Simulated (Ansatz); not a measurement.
# BrClHOSi radical: one species, many methods

An exercise on one series of results from a longer session: the logs are not shown, and one member is left open.

Computed with Ansatz 0.2.0, Gaussian basis. Level: functionals in def2-TZVPP, the program's frozen cores in correlated methods.

The runs, in order: LDA (SPW92), PBE-D4, revPBE-D4, BLYP-D4, r2SCAN-D4, B97M-V, PBE0-D4, B3LYP-D4, r2SCANh-D4, r2SCAN0-D4, HSE06-D4, BHLYP-D4, CAM-B3LYP-D4, LC-ωPBE, ωB97X-V, ωB97M-V, B2PLYP, PBE-QIDH; CCSD(T)/def2-SVP; CCSD(T)/def2-TZVPP; MP2/def2-QZVPP; extrapolation to the limit; RPA on PBE.

### Structure used throughout

The geometry comes from an earlier relaxation with PBE0-D4 in a triple-zeta def2 set; it is a stationary point.

SMILES `O[Si](Cl)Br`, 5 atoms, charge 0, spin multiplicity 2.

Atoms are counted from 1 here; the program's logs count them from 0.

Bond lengths: O1–Si2 1.633 Å, O1–H5 0.961 Å, Si2–Cl3 2.062 Å, Si2–Br4 2.215 Å. Angles: Si2–O1–H5 117.4°, O1–Si2–Cl3 109.4°, O1–Si2–Br4 107.1°, Cl3–Si2–Br4 110.9°.

The first run:

The input, in.yaml:

```yaml
crystal:
  periodic: [false, false, false]
  atoms:
    - {symbol: O, position_ang: [0.582423, 0.855249, -0.667747]}
    - {symbol: Si, position_ang: [-0.211805, 0.137666, 0.565979]}
    - {symbol: Cl, position_ang: [-1.682516, -1.093308, -0.190381]}
    - {symbol: Br, position_ang: [1.283486, -1.027430, 1.711810]}
    - {symbol: H, position_ang: [0.078313, 1.054223, -1.461060]}
basis:
  gaussian: {orbitals: def2-TZVPP}
magnetization: {spin_polarized: true, initial_magnetization: 1}
hamiltonian: {xc: lda}
output: {orbitals: {seedname: orbitals}}
```

Among the steps run: LDA; PBE-D4 (GGA); revPBE-D4 (GGA); BLYP-D4 (GGA); r2SCAN-D4 (meta-GGA); B97M-V (meta-GGA); PBE0-D4 (hybrid); B3LYP-D4 (hybrid); r2SCANh-D4 (hybrid); r2SCAN0-D4 (hybrid); HSE06-D4 (hybrid); BHLYP-D4 (hybrid); CAM-B3LYP-D4 (range-separated); LC-ωPBE-D4 (range-separated; the results give it without D4); ωB97X-V (range-separated); ωB97M-V (range-separated); B2PLYP (double hybrid); PBE-QIDH (double hybrid).

One table of the session follows, with a row left open; its other results are not shown here.

It belongs to the step «Orbital energies across the functionals». 

```
  functional  HOMO (eV)  LUMO (eV)  gap (eV)
 LDA (SPW92)      -5.45      -4.33      1.12
      PBE-D4      -5.43      -3.88      1.55
   revPBE-D4      -5.40      -3.73      1.68
     BLYP-D4      -5.24      -3.92      1.32
   r2SCAN-D4      -5.83      -3.39      2.44
      B97M-V      -5.53      -3.88      1.65
     PBE0-D4      -6.65      -3.00      3.64
    B3LYP-D4      -6.37      -3.41      2.96
  r2SCANh-D4      -6.27      -3.10      3.17
  r2SCAN0-D4      -6.93      -2.68      4.26
    HSE06-D4          ?          ?         ?
    BHLYP-D4      -7.69      -2.23      5.46
CAM-B3LYP-D4      -7.87      -2.14      5.73
     LC-ωPBE      -9.26      -0.70      8.56
     ωB97X-V      -8.77      -1.26      7.51
     ωB97M-V      -8.39      -1.41      6.98
```

**Question.** Estimate the row for HSE06-D4.

**Answer.** HOMO (eV): -6.25; LUMO (eV): -3.38; gap (eV): 2.87. In the column «HOMO (eV)» it lies between r2SCANh-D4 (-6.27) and r2SCAN-D4 (-5.83).
